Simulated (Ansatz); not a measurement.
Ge, space group I4_1/amd: a test of the smearing width, run with Ansatz's Python interface.

Script `run_smear.py`:
```python
"""How the energy of Ge depends on the smearing."""

import ansatz as az

crystal = (
    az.Lattice.of((-2.5745, 2.5745, 1.3974), (2.5745, -2.5745, 1.3974), (2.5745, 2.5745, -1.3974))
    .atom("Ge", (0.25, 0.75, 0.5))
    .atom("Ge", (0.5, 0.5, 0.0))
)

calc = crystal.calculation().functional(az.Functional.PBESOL).basis(470).kpoints(10, 10, 10)

rows = []
for value in [0.25, 0.15, 0.1, 0.05, 0.025]:
    report = calc.occupations("fermi_dirac", width=value).run(threads=1).report
    rows.append((value, report["free_energy_ev"] / len(report["lattice"]["sites"]), report["n_iterations"], report["n_kpoints"]))

print("  width (eV)   F/atom (eV)    iterations      k-points")
for row in rows:
    print(f"{str(row[0]):>12s}  {row[1]:12.5f}  {row[2]:12d}  {row[3]:12d}")

# differences from the last row
for row in rows[:-1]:
    shift = 1000 * (row[1] - rows[-1][1])
    print(f"{row[0]}: {shift:+.2f} meV/atom" + ("  (within 1 meV)" if abs(shift) < 1 else ""))
```

From its runs, with one value withheld:

| width (eV) | F less the first row (meV/atom) |
| --- | --- |
| 0.025 | 0.00 |
| 0.05 | ? |
| 0.1 | -6.00 |
| 0.15 | -14.01 |
| 0.25 | -40.27 |

What is the missing value at a width of 0.05 eV?

For this scheme F falls about as the square of the width where the density of states is smooth. A straight line through the rows shown, against the width squared, has slope -651.6 meV/eV² and intercept 0.51 meV, which gives -1.12 meV at 0.05 eV. The run gave -1.26 meV, a miss of 0.13 meV.

The narrowest width needs the finest mesh, so the last row is no converged reference. This isn't the structure that Ge takes at ambient conditions. Wall time of the script: 17 s on 1 thread of AMD EPYC 7R43 64-Core Processor (Zen 3), on a shared host, peak memory 0.41 GiB.
